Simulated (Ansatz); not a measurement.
**BGeH5Si: basis-set convergence**

An exercise on one series of results from a longer session: the logs are not shown, and one member is left open.

The runs use Ansatz 0.2.0, Gaussian basis; one geometry, several basis sets.

The runs, in order: PBE0-D4/def2-SVP; ωB97M-V/def2-SVP; PBE0-D4/def2-QZVPP; ωB97M-V/def2-QZVPP; the functionals' def2-TZVPP values are taken from earlier runs.

## The relaxed structure

The geometry comes from an earlier relaxation with PBE0-D4 in a triple-zeta def2 set; it is a stationary point, not always the lowest conformer.

8 atoms, charge 0, spin multiplicity 1.

Atoms are counted from 1 here; the program's logs count them from 0.

Bond lengths: B1–Si2 1.872 Å, B1–Ge3 1.935 Å, B1–H4 1.188 Å, Si2–Ge3 2.760 Å, Si2–H5 1.489 Å, Si2–H6 1.483 Å, Ge3–H7 1.540 Å, Ge3–H8 1.535 Å. Angles: Si2–B1–Ge3 92.9°, Si2–B1–H4 129.0°, Ge3–B1–H4 123.6°, B1–Si2–Ge3 44.5°, B1–Si2–H5 127.4°, B1–Si2–H6 122.7°, Ge3–Si2–H5 146.3°, Ge3–Si2–H6 86.5°, H5–Si2–H6 109.9°, B1–Ge3–Si2 42.6°, B1–Ge3–H7 125.7°, B1–Ge3–H8 124.9°, Si2–Ge3–H7 143.9°, Si2–Ge3–H8 89.1°, H7–Ge3–H8 109.0°.

Set-up of the first run:

in.yaml reads:

```yaml
crystal:
  periodic: [false, false, false]
  atoms:
    - {symbol: B, position_ang: [-0.824211, -0.137374, -0.830064]}
    - {symbol: Si, position_ang: [-0.182702, 1.370390, 0.074767]}
    - {symbol: Ge, position_ang: [0.240703, -1.352081, 0.235955]}
    - {symbol: H, position_ang: [-1.021633, -0.284039, -1.992732]}
    - {symbol: H, position_ang: [0.263507, 2.659715, -0.520452]}
    - {symbol: H, position_ang: [0.016930, 1.397923, 1.544392]}
    - {symbol: H, position_ang: [1.094534, -2.513100, -0.307997]}
    - {symbol: H, position_ang: [0.505072, -1.198634, 1.740432]}
basis:
  gaussian: {orbitals: def2-SVP}
hamiltonian: {xc: pbe0, dispersion: d4}
output: {orbitals: {seedname: orbitals}}
```

Command:

```sh
$ ansatz run in.yaml --threads 2 --pin off --events-out ev --progress --plain --max-ram 4352MiB
```

Among the steps run: PBE0-D4 in def2-SVP; ωB97M-V in def2-SVP; PBE0-D4 in def2-QZVPP; ωB97M-V in def2-QZVPP.

One of the session's tables, all rows but one given; the rest of the session is left out.

It belongs to the step «Functionals by basis». 

```
functional       basis  HOMO (eV)  LUMO (eV)
   PBE0-D4    def2-SVP      -6.52      -1.92
   PBE0-D4  def2-TZVPP      -6.52      -1.96
   PBE0-D4  def2-QZVPP      -6.53      -2.00
   ωB97M-V    def2-SVP      -8.33      -0.11
   ωB97M-V  def2-TZVPP      -8.36      -0.20
   ωB97M-V  def2-QZVPP          ?          ?
```

**Question.** Estimate the row for ωB97M-V, def2-QZVPP.

**Answer.** HOMO (eV): -8.36; LUMO (eV): -0.31.
